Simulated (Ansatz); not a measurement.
HfIn4SiO6:

```
CELL_PARAMETERS angstrom
5.69867 0.00381 0.01559
-0.70506 6.10815 -0.00575
-2.73718 -1.39557 6.63076
ATOMIC_POSITIONS crystal
Hf 0.11793 0.01556 0.13292
In 0.38842 0.99901 0.72891
In 0.75865 0.00842 0.49586
In 0.23461 0.48841 0.53300
In 0.59649 0.48211 0.20528
Si 0.86778 0.44029 0.85544
O 0.55316 0.38738 0.79290
O 0.93454 0.38483 0.65596
O 0.98414 0.26218 0.00347
O 0.99083 0.69806 0.98452
O 0.08665 0.06493 0.39374
O 0.48680 0.10883 0.21799
```

The cell was built by a generator and needn't be a form met in nature.

```yaml
Program: Ansatz 0.2.0
Task: relaxation of cell and atoms
Functional: PBEsol
Potentials_or_basis: Ansatz PAW
Cutoff: "420 eV (not typed: the program's choice for these potentials)"
k_mesh: 4 × 4 × 3
Occupations: fermi-dirac, width 0.05 eV
Spin: no spin polarisation
```

At the start: volume 19.25 Å³/atom.

How do energy, volume and symmetry change on relaxing?

It ends after 17 steps and the volume is 17.80 Å³/atom (-7.6 %); space group P1 (No. 1, to 0.05 Å).

Step by step:
| step | energy change (eV) | largest force (eV/Å) | volume (Å³) |
| --- | --- | --- | --- |
| 1 | 0.0000 | 0.2616 | 231.05 |
| 2 | -0.1289 | 0.3482 | 212.92 |
| 3 | -0.1564 | 0.1515 | 217.76 |
| 4 | -0.1620 | 0.1159 | 217.15 |
| 5 | -0.1779 | 0.2033 | 214.25 |
| 6 | -0.1819 | 0.1402 | 214.24 |
| 7 | -0.1842 | 0.0737 | 214.68 |
| 8 | -0.1856 | 0.0404 | 214.79 |
| 9 | -0.1867 | 0.0485 | 214.61 |
| 10 | -0.1868 | 0.0267 | 214.64 |
| 11 | -0.1870 | 0.0085 | 214.63 |
| 12 | -0.1635 | 0.0093 | 214.63 |
| 13 | -0.1665 | 0.0221 | 213.67 |
| 14 | -0.1668 | 0.0230 | 213.61 |
| 15 | -0.1668 | 0.0129 | 213.60 |
| 16 | -0.1670 | 0.0061 | 213.57 |
| 17 | -0.1646 | 0.0063 | 213.57 |

Final structure:
```
Hf In Si O
1.0
     5.53935   -0.08824    0.12177
    -0.78410    6.08140   -0.00693
    -2.51369   -1.32984    6.29528
Hf In Si O
1 4 1 6
Direct
  0.12445 0.01790 0.11801
  0.36554 0.99294 0.72381
  0.75313 0.00304 0.49661
  0.25336 0.48434 0.52858
  0.64063 0.49065 0.26794
  0.85519 0.43953 0.85123
  0.53644 0.37457 0.79466
  0.91201 0.39393 0.63161
  0.98444 0.26341 0.99508
  0.97772 0.69780 0.98306
  0.09370 0.07179 0.39505
  0.50336 0.11009 0.21434
```

Caveat: the plane-wave basis is chosen anew once the cell has moved, so the energies of steps on either side of that aren't comparable; the pressure holds a Pulay correction of +0.4 GPa for the finite cutoff; the PAW data sets come from PBE, with cores solved anew for the run's functional, which leaves a small shift of forces and pressure.
